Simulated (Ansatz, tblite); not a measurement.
**The cluster Cu₁₂Pd+: rung by rung**

One table from this session's results is given with a row withheld; the runs are named, their logs left out.

Method: as each input shows; program: Ansatz 0.2.0, Gaussian basis.

The runs, in order: GFN1-xTB, GFN2-xTB, PBE-D4/def2-TZVP, r2SCAN-D4/def2-TZVP, B3LYP-D4/def2-TZVP, PBE-D4/def2-SVP, PBE0-D4/def2-SVP, MP2/def2-SVP, RPA/def2-SVP.

### The geometry

The doublet was relaxed beforehand with PBE-D4/def2-SVP. At that level it is the lowest of the isomers that a small search found.

13 atoms, charge 1, spin multiplicity 2.

Bond lengths: Pd1–Cu5 2.579 Å, Pd1–Cu6 2.670 Å, Pd1–Cu7 2.569 Å, Pd1–Cu9 2.505 Å, Pd1–Cu10 2.574 Å, Pd1–Cu11 2.564 Å, Pd1–Cu13 2.623 Å, Cu2–Cu3 2.528 Å, Cu2–Cu4 2.512 Å, Cu2–Cu5 2.405 Å, Cu2–Cu8 2.439 Å, Cu2–Cu12 2.467 Å, Cu3–Cu5 2.352 Å, Cu3–Cu6 2.514 Å, Cu3–Cu12 2.487 Å, Cu3–Cu13 2.511 Å, Cu4–Cu5 2.520 Å, Cu4–Cu7 2.460 Å and more. Angles: Cu5–Pd1–Cu6 57.8°, Cu5–Pd1–Cu7 60.2°, Cu5–Pd1–Cu9 106.8°, Cu5–Pd1–Cu10 103.9°, Cu5–Pd1–Cu11 55.2°, Cu5–Pd1–Cu13 56.9°, Cu6–Pd1–Cu7 55.8°, Cu6–Pd1–Cu9 55.9°, Cu6–Pd1–Cu10 55.1°, Cu6–Pd1–Cu11 101.4°, Cu6–Pd1–Cu13 53.4°, Cu7–Pd1–Cu9 59.3°, Cu7–Pd1–Cu10 103.4°, Cu7–Pd1–Cu11 58.1°, Cu7–Pd1–Cu13 101.6°, Cu9–Pd1–Cu10 57.4°, Cu9–Pd1–Cu11 113.9°, Cu9–Pd1–Cu13 101.3° and more.

Pd takes a core potential in the def2 sets. No spin-orbit coupling is included. The ion is computed in the gas phase, without counter-ions or solvent.

PBE0-D4/def2-TZVP was run before; its log isn't repeated, and its numbers join the tables.

The first run:

Tight binding, by tblite at 300 K electronic temperature and without a spin-polarisation term:

```python
tblite.interface.Calculator('GFN1-xTB', numbers, positions, charge=1, uhf=1).singlepoint()
```

Tight binding, by tblite at 300 K electronic temperature and without a spin-polarisation term:

```python
tblite.interface.Calculator('GFN2-xTB', numbers, positions, charge=1, uhf=1).singlepoint()
```

start.molden holds the orbitals of an earlier run on this state, given as this run's starting guess.

in.yaml reads:

```yaml
crystal:
  periodic: [false, false, false]
  atoms:
    - {symbol: Pd, position_ang: [0.773213, 1.969767, -0.390242]}
    - {symbol: Cu, position_ang: [-0.379561, -2.348258, 1.757288]}
    - {symbol: Cu, position_ang: [-2.143856, -0.690102, 1.028844]}
    - {symbol: Cu, position_ang: [1.515580, -2.100615, 0.127334]}
    - {symbol: Cu, position_ang: [0.142865, -0.148630, 0.937934]}
    - {symbol: Cu, position_ang: [-1.314443, 0.444277, -1.055723]}
    - {symbol: Cu, position_ang: [0.968859, -0.338586, -1.499542]}
    - {symbol: Cu, position_ang: [1.726461, -1.274410, 2.357884]}
    - {symbol: Cu, position_ang: [-0.008770, 1.609343, -2.743108]}
    - {symbol: Cu, position_ang: [-1.484176, 2.855697, -1.252708]}
    - {symbol: Cu, position_ang: [2.444244, 0.207494, 0.431942]}
    - {symbol: Cu, position_ang: [-0.765864, -1.914495, -0.640269]}
    - {symbol: Cu, position_ang: [-1.474552, 1.728527, 0.940366]}
basis:
  gaussian: {orbitals: def2-TZVP, fitting: {mean_field: def2-universal-jkfit}, initial_orbitals: start.molden}
total_charge: 1
magnetization: {spin_polarized: true, initial_magnetization: 1}
hamiltonian: {xc: pbe, dispersion: d4}
scf: {omitted_lower_state_checks: [starts]}
output: {forces: true, orbitals: {seedname: orbitals}}
```

Started as:

```sh
ansatz run in.yaml --threads 2 --pin off --events-out ev --progress --plain --max-ram 32768MiB --backend cuda --devices 0, --max-vram 18GiB
```

Among the steps run: PBE-D4/def2-TZVP; r2SCAN-D4/def2-TZVP; B3LYP-D4/def2-TZVP; PBE-D4/def2-SVP; PBE0-D4/def2-SVP; MP2/def2-SVP; RPA/def2-SVP.

One of the session's tables, all rows but one given; the rest of the session is left out.

It belongs to the step «Levels side by side». 

```
              level  HOMO (eV)  LUMO (eV)  gap (eV)
    PBE-D4/def2-SVP      -7.44      -7.23      0.20
   PBE-D4/def2-TZVP      -7.75      -7.55      0.20
r2SCAN-D4/def2-TZVP          ?          ?         ?
 B3LYP-D4/def2-TZVP      -8.01      -6.95      1.06
   PBE0-D4/def2-SVP      -7.73      -6.38      1.35
  PBE0-D4/def2-TZVP      -8.03      -6.66      1.37
```

Q: Estimate the row for r2SCAN-D4/def2-TZVP from the others.

The run gave: HOMO (eV): -7.72; LUMO (eV): -7.35; gap (eV): 0.37. In the column «HOMO (eV)» it lies between PBE0-D4/def2-SVP (-7.73) and PBE-D4/def2-SVP (-7.44).
